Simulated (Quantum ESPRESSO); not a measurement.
# TeW2: phonons with PBEsol

Crystal: TeW2.

```
CELL_PARAMETERS angstrom
0.00000 3.12995 3.12995
3.12995 0.00000 3.12995
3.12995 3.12995 0.00000
ATOMIC_POSITIONS crystal
Te 0.00000 0.00000 0.00000
W 0.25000 0.25000 0.25000
W 0.75000 0.75000 0.75000
```

The cell was built by a generator and needn't be a form met in nature.

```yaml
Program: Quantum ESPRESSO 7.5
Task: phonons
Functional: PBEsol
Potentials_or_basis: PseudoDojo 0.4.1 SR PBEsol standard
Cutoff: 1088 eV
Density_cutoff: 4354 eV
k_mesh: 7 × 7 × 7
Occupations: cold, width 0.2 eV
Spin: no spin polarisation
Target_pressure: 80 GPa
Mixing_beta: 0.5
Most_SCF_iterations: 120
SCF_threshold: 6e-10 Ry
```

The relaxed volume is 15.50 Å³/atom and the relaxed cell is a = 4.036 Å, b = 4.036 Å, c = 4.036 Å, α = 60.00°, β = 60.00°, γ = 60.00°. The space group after relaxing (to 0.05 Å) is Fm-3m (No. 225), the pressure after relaxing is 80.0 GPa and the band gap on the k mesh is none (metal or under the smearing width). The highest phonon frequency at Γ is 332 cm⁻¹.

Step by step:
```csv
step,energy change (eV),largest force (eV/Å),pressure (GPa),volume (Å³)
1,0.0000,0.0000,-5.70,61.33
2,6.1293,0.0000,152.83,41.38
3,1.5861,0.0000,58.86,48.64
4,2.3647,0.0000,76.75,46.80
5,2.5219,0.0000,80.20,46.48
6,2.5127,0.0000,80.00,46.50
```

Final structure:
```cif
data_structure
_symmetry_space_group_name_H-M 'P 1'
_symmetry_Int_Tables_number 1
_cell_length_a 4.0362
_cell_length_b 4.0362
_cell_length_c 4.0362
_cell_angle_alpha 60.000
_cell_angle_beta 60.000
_cell_angle_gamma 60.000
_cell_volume 46.50
loop_
_atom_site_label
_atom_site_type_symbol
_atom_site_fract_x
_atom_site_fract_y
_atom_site_fract_z
_atom_site_occupancy
Te1 Te 0.00000 0.00000 0.00000 1
W1 W 0.25000 0.25000 0.25000 1
W2 W 0.75000 0.75000 0.75000 1
```

Levels at points of the mesh, in eV from the Fermi level:
```tsv
k point	band 19	band 20	band 21	band 22	band 23	band 24	band 25	band 26
(0.00, 0.00, 0.00)	-4.64	0.14	2.32	2.32	2.32	5.34	5.34	5.70
```

Phonon frequencies in cm⁻¹ (negative: imaginary):
```tsv
q point	frequencies
(0.000, 0.000, 0.000)	-4 -4 -4 175 175 175 332 332 332
```

Optical modes at Γ, degenerate ones joined:
```
cm⁻¹  components  symmetry  active in
 175           3       T2g      Raman
 332           3       T1u         IR
```

It took 8.8 min on 4 MPI ranks on Arm Neoverse V1, on a shared host, peak memory 0.44 GiB a rank.

Caveat: the mesh is thin for the phonons of a metal; the volume moved by over 15 % at a fixed basis, so the end points are rough; the cell is more than 3 GPa from zero pressure, which shifts response properties. The run has no spin-orbit coupling, so splittings on Te, W are missing.
